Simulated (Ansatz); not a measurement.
# ClFGaO radical: a ladder of functionals and wavefunction methods

One table from this session's results is given with a row withheld; the runs are named, their logs left out.

Computed with Ansatz 0.2.0, Gaussian basis. Level: functionals in def2-TZVPP, the program's frozen cores in correlated methods.

Plan: LDA (SPW92), PBE-D4, revPBE-D4, BLYP-D4, r2SCAN-D4, B97M-V, PBE0-D4, B3LYP-D4, r2SCANh-D4, r2SCAN0-D4, HSE06-D4, BHLYP-D4, CAM-B3LYP-D4, LC-ωPBE, ωB97X-V, ωB97M-V, B2PLYP, PBE-QIDH; CCSD(T)/def2-SVP; CCSD(T)/def2-TZVPP; CCSD(T)/def2-QZVPP; extrapolation to the limit; RPA on PBE.

## The relaxed structure

The geometry comes from an earlier relaxation with PBE0-D4 in a triple-zeta def2 set; it is a stationary point.

SMILES `[O][Ga]([F])[Cl]`, 4 atoms, charge 0, spin multiplicity 2.

Atoms are counted from 1 here; the program's logs count them from 0.

Bond lengths: O1–Ga2 1.793 Å, Ga2–F3 1.733 Å, Ga2–Cl4 2.103 Å. Angles: O1–Ga2–F3 117.5°, O1–Ga2–Cl4 121.6°, F3–Ga2–Cl4 120.9°.

Set-up of the first run:

in.yaml reads:

```yaml
crystal:
  periodic: [false, false, false]
  atoms:
    - {symbol: O, position_ang: [1.055109, 0.744217, 1.281584]}
    - {symbol: Ga, position_ang: [0.060123, -0.057534, 0.024486]}
    - {symbol: F, position_ang: [0.362160, -1.735334, -0.287452]}
    - {symbol: Cl, position_ang: [-1.421791, 0.988451, -1.038918]}
basis:
  gaussian: {orbitals: def2-TZVPP}
magnetization: {spin_polarized: true, initial_magnetization: 1}
hamiltonian: {xc: lda}
output: {orbitals: {seedname: orbitals}}
```

Started as:

```sh
$ ansatz run in.yaml --threads 2 --pin off --events-out ev --progress --plain --max-ram 32768MiB --backend cpu
```

Among the steps run: LDA; PBE-D4 (GGA); revPBE-D4 (GGA); BLYP-D4 (GGA); r2SCAN-D4 (meta-GGA); B97M-V (meta-GGA); B3LYP-D4 (hybrid); r2SCANh-D4 (hybrid); r2SCAN0-D4 (hybrid); HSE06-D4 (hybrid); BHLYP-D4 (hybrid); CAM-B3LYP-D4 (range-separated); LC-ωPBE (range-separated); ωB97X-V (range-separated); ωB97M-V (range-separated); B2PLYP (double hybrid); PBE-QIDH (double hybrid).

One table of the session follows, with a row left open; its other results are not shown here.

It belongs to the step «Orbital energies across the functionals». 

| functional | HOMO (eV) | LUMO (eV) | gap (eV) |
| --- | --- | --- | --- |
| LDA (SPW92) | -8.03 | -7.65 | 0.38 |
| PBE-D4 | -7.93 | -6.89 | 1.04 |
| revPBE-D4 | -7.85 | -6.68 | 1.16 |
| BLYP-D4 | -7.84 | -6.88 | 0.96 |
| r2SCAN-D4 | -8.34 | -6.04 | 2.30 |
| B97M-V | -8.40 | -5.95 | 2.45 |
| PBE0-D4 | -9.65 | -4.89 | 4.76 |
| B3LYP-D4 | -9.39 | -5.53 | 3.86 |
| r2SCANh-D4 | ? | ? | ? |
| r2SCAN0-D4 | -9.92 | -4.32 | 5.61 |
| HSE06-D4 | -9.24 | -5.30 | 3.94 |
| BHLYP-D4 | -11.23 | -3.08 | 8.15 |
| CAM-B3LYP-D4 | -11.18 | -3.80 | 7.37 |
| LC-ωPBE | -12.61 | -2.23 | 10.38 |
| ωB97X-V | -12.19 | -2.61 | 9.58 |
| ωB97M-V | -12.06 | -2.64 | 9.43 |

Estimate the missing values for r2SCANh-D4.

Worked estimate for «HOMO (eV)». Against the share of exact exchange, r2SCAN-D4 (0, -8.34), r2SCAN0-D4 (0.25, -9.92) give a slope of -6.32 per unit share; at 0.1 the line stands at -8.97.

The run gave: HOMO (eV): -8.97; LUMO (eV): -5.34; gap (eV): 3.63. In «HOMO (eV)» the line misses by 0.00.
